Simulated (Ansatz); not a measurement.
This script makes a scan of the bond length of LiZn with the Ansatz DFT code, driven from Python.

The script, `scan_lizn.py`:
```python
"""Potential curve of LiZn along one bond."""

import ansatz as az
from ase import Atoms
import numpy as np

BASIS_SET = "def2-SVP"
METHOD = "ccsd_t"

atoms = Atoms(["Li", "Zn"], positions=[
    (0.0, 0.0, 0.0),
    (0.0, 0.0, 2.475),
])
geometry = az.Crystal.molecule_from_ase(atoms)

symbols = [site.symbol for site in geometry.cartesian_sites]
start = np.array([site.position_ang for site in geometry.cartesian_sites])
axis = (start[1] - start[0]) / np.linalg.norm(start[1] - start[0])
moving = [1]
lengths, energies = [2.1, 2.28, 2.48, 2.72, 3.09, 3.71, 4.46, 5.44], []
for length in lengths:
    xyz = start.copy()
    xyz[moving] += (length - np.linalg.norm(start[1] - start[0])) * axis
    point = az.Crystal.molecule()
    for symbol, place in zip(symbols, xyz):
        point = point.atom(symbol, place.tolist())
    model = (
        point.calculation()
        .basis(gaussian=BASIS_SET)  # atom-centred Gaussian functions
        .correlation(METHOD)  # correlation on top of the mean field
        .spin("collinear", total=1)  # two spin channels
    )
    data = model.run(threads=1).report
    energies.append(data["free_energy_ev"])
    print(f"r = {length:6.3f} A  E = {energies[-1]:.5f} eV  <S^2> = {abs(data['mean_field']['state']['spin_squared']):.3f}")

print("energy above the lowest point (eV):", [round(e - min(energies), 3) for e in energies])
```

From its runs, with one value withheld:

| r (Å) | E less the lowest row shown (eV) |
| --- | --- |
| 2.280 | 0.4198 |
| 2.480 | 0.1889 |
| 2.720 | 0.0586 |
| 3.090 | 0.0000 |
| 3.710 | ? |
| 4.460 | 0.0270 |
| 5.440 | 0.0354 |

What is the missing energy at 3.710 Å?

A cubic in 1/r through the 6 rows shown, E = -1.1465 +15.1397/r -62.6253/r² +82.6224/r³ (eV, Å), gives 0.0023 eV at 3.710 Å. The run gave 0.0079 eV, a miss of 5.6 meV.

Caveats:
- The basis set is modest, and single-reference methods fail as a bond breaks.
- The run takes the species as open-shell (spin multiplicity 2), which needn't be its ground state.
- S² is that of the Hartree-Fock reference.
- The spin state was assumed, and another may lie lower.
- Timing: 20 s on 1 thread of Arm Neoverse V2, with other jobs on the host, peak memory 0.19 GiB.
